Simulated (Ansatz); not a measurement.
# Ta3Si3Ag: the cost of one run

Program: Ansatz 0.2.0. Level of theory: DFT PBE, scalar-relativistic, plane waves, PAW. These are calculated values, not measurements.

## Step 1: The structure to begin with

The structure is cubic, space group Pm-3m (No. 221). Conventional cell: a = 4.966 Å, b = 4.966 Å, c = 4.966 Å, α = 90.00°, β = 90.00°, γ = 90.00°. Ta (site symmetry 4/mmm) has 4 Si at 2.48 Å and 2 Ag at 2.48 Å as nearest neighbours. Si (site symmetry 4/mmm) has 4 Ta at 2.48 Å as nearest neighbours. Ag (site symmetry m-3m) has 6 Ta at 2.48 Å as nearest neighbours.

Coordinates:

```
Ta Si Ag
1.0
     4.96629    0.00000    0.00000
     0.00000    4.96629    0.00000
     0.00000    0.00000    4.96629
Ta Si Ag
3 3 1
Direct
  0.00000 0.50000 0.50000
  0.50000 0.50000 0.00000
  0.50000 0.00000 0.50000
  0.00000 0.50000 0.00000
  0.50000 0.00000 0.00000
  0.00000 0.00000 0.50000
  0.50000 0.50000 0.50000
```

Recipe of the guess: species swapped into a database cell of Ce3GaBr3 (Pm-3m, No. 221), with Ta on the Ce sites, Ag on the Ga sites and Si on the Br sites. The dimensions are guesses.

## Step 2: Probe: one point on a coarse mesh

input.yaml reads:

```yaml
crystal:
  lattice:
    - [4.96629471, 0.0, 0.0]
    - [0.0, 4.96629471, 0.0]
    - [0.0, 0.0, 4.96629471]
  atoms:
    - { symbol: Ta, position: [0.0, 0.5, 0.5] }
    - { symbol: Ta, position: [0.5, 0.5, 0.0] }
    - { symbol: Ta, position: [0.5, 0.0, 0.5] }
    - { symbol: Si, position: [0.0, 0.5, 0.0] }
    - { symbol: Si, position: [0.5, 0.0, 0.0] }
    - { symbol: Si, position: [0.0, 0.0, 0.5] }
    - { symbol: Ag, position: [0.5, 0.5, 0.5] }
basis:
  ecutwfc: 420
kpoints:
  mp_grid: { grid: [4, 4, 4] }
hamiltonian:
  xc: pbe
scf:
  occupations: { method: gaussian, width: 0.1 }
  lower_state_search: "off"
output:
  forces: true
  stress: true
  eigenvalues: true
```

The run is started by

```
$ ansatz run input.yaml --threads 1 --pin off --max-ram 2048MiB --backend cpu --events-out ev --progress --plain --runs-dir out
```

Q: Estimate wall time and peak memory on 1 thread of Arm Neoverse V2, shared host.

About 3.3 s, with a peak of 0.38 GiB.
